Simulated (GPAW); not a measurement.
# TiSn in GPAW: convergence with plane-wave cutoff (eV)

Crystal: TiSn.

```
Ti Sn
1.0
     0.00000    2.80055    2.80055
     2.80055    0.00000    2.80055
     2.80055    2.80055    0.00000
Ti Sn
1 1
Direct
  0.00000 0.00000 0.00000
  0.50000 0.50000 0.50000
```

The cell was built by a generator and needn't be a form met in nature.

| Property | Result |
| --- | --- |
| Program | GPAW 26.7.0 |
| Task | convergence study |
| Functional | PBE |
| Potentials or basis | GPAW PAW data sets (gpaw-data 1.2.1) |
| Cutoff | 200 eV |
| Basis | pw |
| k mesh | 8 × 8 × 8 |
| Occupations | fermi-dirac, width 0.05 eV |
| Spin | no spin polarisation |

These are the settings of the first run; the series varies plane-wave cutoff (eV), with any setting tied to it.

Hardware: 1 thread of Arm Neoverse V1 (shared host).

```csv
plane-wave cutoff (eV),"energy less the tightest run, at zero smearing (meV/atom)",pressure (GPa),SCF cycles,CPU time (s),peak memory (GiB)
200,868.70,-18.02,10,7.7,0.13
250,601.85,-2.32,10,8.6,0.13
300,442.12,-6.10,10,9.1,0.14
350,243.14,-5.84,9,14,0.14
400,110.32,-3.26,9,13,0.15
500,36.63,-0.52,9,20,0.15
600,21.29,-0.36,9,25,0.17
800,3.30,-0.13,9,35,0.2
1000,0.00,0.01,9,47,0.23
```

Not settled before the last step: the energy (to 1 meV/atom), the pressure (to 0.1 GPa). The tightest run that finished is the yardstick and may itself not be fully converged.
